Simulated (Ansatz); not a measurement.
# Ga3BSb2: the cost of one run

Method: DFT PBE, scalar-relativistic, plane waves, PAW, unless a step names another level, in Ansatz 0.2.0.

11 further runs of the same task are left out: 3 that didn't finish, 8 set aside as unsound or not needed.

## Step 1: What the formula suggests

Pauling electronegativities: Ga 1.81, B 2.04, Sb 2.05 (spread 0.24). The formula balances with common oxidation states: B +3, Ga +1, Sb -3, a formal count that means little at so small a spread. Tabulated atomic sizes suggest about 20 Å³/atom. 39 candidates were drawn, by swapping species into database cells of other compounds, at random by space group and Wyckoff sites, or by hand, as the table says:

| name | made from | space group no. | Wyckoff sites | atoms (primitive cell) | V (Å³/atom) |
| --- | --- | --- | --- | --- | --- |
| c01 | random | 187 | Ga 1c, 2i; B 1b; Sb 1d, 1f | 6 | 20.6 |
| c02 | random | 164 | Ga 2c, 1a; B 1b; Sb 2d | 6 | 25.0 |
| c03 | random | 123 | Ga 2e, 1d; B 1c; Sb 1a, 1b | 6 | 22.7 |
| c04 | random | 38 | Ga 2b, 2b, 2a; B 2b; Sb 4e | 6 | 23.0 |
| c05 | built by hand: GaSe-like GaBSb2 slabs with Ga bilayer | 156 | Ga 1a, 1c, 1a; B 1a; Sb 1b, 1b | 6 | 19.6 |
| c06 | random | 191 | Ga 2c, 1b; B 1a; Sb 2d | 6 | 21.5 |
| c07 | built by hand: rhombohedral linear-anion layered packing | 166 | Ga 6c, 3b; B 3a; Sb 6c | 6 | 19.6 |
| c08 | database cell of InSn2Te3 | 164 | Ga 2d, 1b; B 1a; Sb 2d | 6 | 21.1 |
| c09 | random | 65 | Ga 4h, 2a; B 2c; Sb 4l | 6 | 19.9 |
| c10 | database cell of Y2Ga3Ni | 156 | Ga 1c, 1c, 1a; B 1a; Sb 1b, 1b | 6 | 21.7 |
| c11 | random | 166 | Ga 9e; B 3b; Sb 6c | 6 | 25.2 |
| c12 | database cell of La2CuSi3 | 187 | Ga 1f, 1a, 1b; B 1e; Sb 2h | 6 | 22.0 |
| c13 | built by hand: alpha-Li3BN2 | 136 | Ga 2b, 4d; B 2a; Sb 4f | 12 | 19.6 |
| c14 | random | 139 | Ga 4d, 2b; B 2a; Sb 4c | 6 | 22.8 |
| c15 | random | 191 | Ga 3f; B 1a; Sb 2e | 6 | 23.1 |
| c16 | random | 191 | Ga 2c, 1a; B 1b; Sb 2e | 6 | 21.6 |
| c17 | built by hand: ordered antifluorite with SiS2-like chains | 132 | Ga 4e, 2d; B 2b; Sb 4i | 12 | 19.6 |
| c18 | database cell of Nd2Al3Ga | 25 | Ga 1c, 1c, 1d; B 1d; Sb 1b, 1a | 6 | 22.9 |
| c19 | built by hand: ordered antifluorite, small tetragonal cell | 115 | Ga 1b, 1c, 1d; B 1a; Sb 2g | 6 | 19.5 |
| c20 | random | 123 | Ga 2h, 1a; B 1c; Sb 1b, 1d | 6 | 21.7 |
| c21 | database cell of YB2Ir3 | 12 | Ga 4f, 2d; B 2a; Sb 4g | 6 | 19.9 |
| c22 | database cell of Hf2Al3Ni | 166 | Ga 9d; B 3a; Sb 6c | 6 | 20.6 |
| c23 | random | 69 | Ga 8f, 4a; B 4b; Sb 8i | 6 | 22.3 |
| c24 | random | 191 | Ga 3g; B 1b; Sb 2e | 6 | 23.1 |
| c25 | random | 10 | Ga 2l, 1b; B 1f; Sb 1a, 1h | 6 | 24.1 |
| c26 | random | 191 | Ga 1b, 2d; B 1a; Sb 2e | 6 | 21.5 |
| c27 | random | 69 | Ga 8i, 4b; B 4a; Sb 8h | 6 | 20.7 |
| c28 | random | 191 | Ga 3g; B 1a; Sb 2e | 6 | 22.9 |
| c29 | database cell of MnHg2Te3 | 156 | Ga 1a, 1c, 1b; B 1b; Sb 1a, 1c | 6 | 24.9 |
| c30 | database cell of Eu2CuSi3 | 187 | Ga 1b, 1e, 1f; B 1a; Sb 2h | 6 | 21.8 |
| c31 | random | 139 | Ga 4e, 2a; B 2b; Sb 4c | 6 | 24.6 |
| c32 | database cell of YbB2Ru3 | 191 | Ga 3g; B 1a; Sb 2c | 6 | 20.2 |
| c33 | random | 191 | Ga 3g; B 1b; Sb 2c | 6 | 21.3 |
| c34 | database cell of Mn2O3F | 38 | Ga 2b, 4d; B 2b; Sb 2a, 2b | 6 | 20.5 |
| c35 | random | 189 | Ga 3f; B 1b; Sb 2e | 6 | 25.0 |
| c36 | random | 191 | Ga 3g; B 1a; Sb 2d | 6 | 19.9 |
| c37 | database cell of Sm2In3Cu | 156 | Ga 1b, 1b, 1a; B 1a; Sb 1c, 1c | 6 | 21.2 |
| c38 | random | 156 | Ga 3d; B 1a; Sb 1b, 1a | 6 | 23.9 |
| c39 | random | 42 | Ga 8b, 4a; B 4a; Sb 8c | 6 | 25.0 |

## Step 2: Screening run of c01

input.yaml reads:

```yaml
crystal:
  lattice:
    - [4.34451247, 0.0, 0.0]
    - [-2.17225624, 3.76245817, 0.0]
    - [0.0, 0.0, 7.56809658]
  atoms:
    - { symbol: Ga, position: [0.66666667, 0.33333333, 0.0] }
    - { symbol: Ga, position: [0.0, 0.0, 0.19066486] }
    - { symbol: Ga, position: [0.0, 0.0, 0.80933514] }
    - { symbol: B, position: [0.33333333, 0.66666667, 0.5] }
    - { symbol: Sb, position: [0.66666667, 0.33333333, 0.5] }
    - { symbol: Sb, position: [0.0, 0.0, 0.5] }
basis:
  ecutwfc: 420
kpoints:
  mp_grid: { grid: [4, 4, 2] }
hamiltonian:
  xc: pbe
scf:
  occupations: { method: gaussian, width: 0.2 }
  lower_state_search: "off"
output:
  forces: true
  stress: true
  eigenvalues: true
relax:
  adjacent_minimum: "off"
  f_tol: 0.08
  max_steps: 16
  cell: { stress_tol: 0.8 }
```

Started as:

```
$ ansatz run input.yaml --threads 1 --pin off --max-ram 2560MiB --backend cpu --events-out ev --progress --plain --runs-dir out
```

**Question.** How long does this run take on 1 thread of Intel Xeon at 2.50GHz (Skylake/Cascade Lake), shared host, and how much memory does it need?

About 72 s, with a peak of 0.43 GiB.
